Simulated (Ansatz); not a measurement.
# GaCl₂ (doublet): the correlation ladder at a displaced geometry (v1), cc-pVDZ

An exercise on one series of results from a longer session: the logs are not shown, and one member is left open.

Method: cc-pVDZ, core rule «outside noble gas», up to 24 orbitals frozen; program: Ansatz 0.2.0, Gaussian basis.

The runs, in order: UHF; CCSD(T) on ROHF; CCSD(T) on UHF; BCCD(T) on ROHF; CISD as a restricted active space (open shells left free, so some higher excitations enter); CCSDT(Q) on ROHF; CCSDT(Q) on UHF.

34 further runs of the same task are left out: 12 for a known fault of the program, 10 that didn't finish, 12 set aside as unsound or not needed. Runs told in other sessions of the task aren't counted.

### The geometry

The geometry is a PBE0/def2-TZVP stationary point (not a proven minimum) with its atoms shifted at random (size 0.040 Å). No spin-orbit coupling is included. The filled d shell of Ga may be among the frozen orbitals whatever the setting's name suggests.

3 atoms, charge 0, spin multiplicity 2.

Atoms are counted from 1 here; the program's logs count them from 0.

Bond lengths: Cl1–Ga2 2.161 Å, Ga2–Cl3 2.168 Å. Angles: Cl1–Ga2–Cl3 121.5°.

Geometry (Å):

```xyz
3

Cl   -0.0115   -0.5458    1.8808
Ga   -0.0123    0.5331    0.0079
Cl    0.0357   -0.5026   -1.8964
```

The first run:

Input file in.yaml:

```yaml
crystal:
  periodic: [false, false, false]
  atoms:
    - {symbol: Cl, position_ang: [-0.011469, -0.545792, 1.880785]}
    - {symbol: Ga, position_ang: [-0.012302, 0.533103, 0.007931]}
    - {symbol: Cl, position_ang: [0.035662, -0.502625, -1.896383]}
basis:
  gaussian: {orbitals: cc-pVDZ}
magnetization: {spin_polarized: true, initial_magnetization: 1}
hamiltonian: {xc: hf}
output: {orbitals: {seedname: orbitals}}
```

Command:

```console
ansatz run in.yaml --threads 1 --pin off --events-out ev --progress --plain --max-ram 2393MiB
```

Among the steps run: UHF; CCSD(T) on ROHF; CCSD(T) on UHF; BCCD(T) on ROHF; CISD as a restricted active space (open shells left free, so some higher excitations enter); CCSDT(Q) on ROHF; CCSDT(Q) on UHF.

One of the session's tables, all rows but one given; the rest of the session is left out.

It belongs to the step «Misses and costs». 

| method | from UCCSDT(Q) (meV) |
| --- | --- |
| ROHF | +9393.0 |
| UHF | +9342.5 |
| RMP2 | +999.4 |
| UMP2 | +987.3 |
| RCCSD | +261.8 |
| UCCSD | +254.3 |
| RCCSD(T) | +50.5 |
| UCCSD(T) | +44.8 |
| BCCD(T) | ? |
| RCCSDT | +27.6 |
| UCCSDT | +21.8 |
| RCCSDT(Q) | +7.6 |
| UCCSDT(Q) | 0 |

Estimate the missing values for BCCD(T).

As computed: from UCCSDT(Q) (meV): +49.3. In the column «from UCCSDT(Q) (meV)» it lies between UCCSD(T) (+44.8) and RCCSD(T) (+50.5).

Not comparable, so not listed: CISD as a restricted active space (open shells left free, so some higher excitations enter) (they don't share determinant, frozen orbitals or solution with the rows shown, or repeat one).

Caveats from the session: Restricted and unrestricted rows rest on different reference determinants; a gap between their highest levels can come from leftover correlation error, from unlike frozen cores or from another state.
